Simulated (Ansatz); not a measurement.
# C2H11AlOSi: the cost of one run

Program: Ansatz 0.2.0. Level of theory: UKS PBE0/STO-3G. These are calculated values, not measurements.

## 1. The starting structure

Bond lengths: Al1–Si2 2.712 Å, Al1–C3 1.990 Å, Al1–C4 1.991 Å, Al1–O6 2.178 Å, Si2–H7 1.476 Å, Si2–H8 1.477 Å, Si2–H9 1.474 Å, C3–H10 1.095 Å, C3–H11 1.097 Å, C3–H12 1.096 Å, C4–H13 1.094 Å, C4–H14 1.097 Å, C4–H15 1.097 Å, O6–H16 0.954 Å. Angles (14 of 25 angles, heavy atoms first): Si2–Al1–C3 105.2°, Si2–Al1–C4 111.6°, Si2–Al1–O6 79.4°, C3–Al1–C4 131.0°, C3–Al1–O6 110.7°, C4–Al1–O6 106.9°, Al1–Si2–H7 122.4°, Al1–Si2–H8 93.4°, Al1–Si2–H9 126.9°, Al1–C3–H10 112.7°, Al1–C3–H11 110.5°, Al1–C3–H12 114.2°, Al1–C4–H13 114.3°, Al1–C4–H14 112.1°.

Structure file:

```xyz
16

Al   -0.5357    0.0535   -0.1865
Si    2.0865   -0.0407    0.4993
C    -0.5677   -0.1959   -2.1601
C    -1.5588    1.2909    0.9910
H     0.5926   -1.1372    0.7804
O    -0.4582   -1.8703    0.8325
H     2.5610    0.2989    1.8551
H     2.4231    1.1737   -0.2711
H     3.0898   -1.0140    0.0311
H    -0.0762    0.6217   -2.6981
H    -0.0363   -1.1136   -2.4401
H    -1.5743   -0.2799   -2.5853
H    -1.8109    2.2486    0.5267
H    -2.5061    0.8519    1.3263
H    -0.9927    1.5244    1.9015
H    -0.6359   -2.4119    1.5972
```

## 2. Run 1

150 steps of 0.5 fs at constant energy, with velocities drawn for 1000 K.

input.yaml

```yaml
crystal:
  periodic: [false, false, false]
  atoms:
    - { symbol: Al, position_ang: [-0.5357, 0.0535, -0.1865] }
    - { symbol: Si, position_ang: [2.0865, -0.0407, 0.4993] }
    - { symbol: C, position_ang: [-0.5677, -0.1959, -2.1601] }
    - { symbol: C, position_ang: [-1.5588, 1.2909, 0.991] }
    - { symbol: H, position_ang: [0.5926, -1.1372, 0.7804] }
    - { symbol: O, position_ang: [-0.4582, -1.8703, 0.8325] }
    - { symbol: H, position_ang: [2.561, 0.2989, 1.8551] }
    - { symbol: H, position_ang: [2.4231, 1.1737, -0.2711] }
    - { symbol: H, position_ang: [3.0898, -1.014, 0.0311] }
    - { symbol: H, position_ang: [-0.0762, 0.6217, -2.6981] }
    - { symbol: H, position_ang: [-0.0363, -1.1136, -2.4401] }
    - { symbol: H, position_ang: [-1.5743, -0.2799, -2.5853] }
    - { symbol: H, position_ang: [-1.8109, 2.2486, 0.5267] }
    - { symbol: H, position_ang: [-2.5061, 0.8519, 1.3263] }
    - { symbol: H, position_ang: [-0.9927, 1.5244, 1.9015] }
    - { symbol: H, position_ang: [-0.6359, -2.4119, 1.5972] }
magnetization:
  spin_polarized: true
basis:
  gaussian: { orbitals: STO-3G }
hamiltonian:
  xc: pbe0
md:
  timestep: 0.5
  n_steps: 150
  ensemble: nve
  temperature: 1000.0
  initial_velocities: maxwell_boltzmann
  seed: 641226
```

Run with:

```bash
$ ansatz run input.yaml --threads 1 --pin off --max-ram 2048MiB --backend cpu --events-out ev --progress --plain --runs-dir out
```

What time and memory should one allow on 1 thread of AMD EPYC 7R13 (Zen 3), shared host?

About 13 min, with a peak of 0.18 GiB.
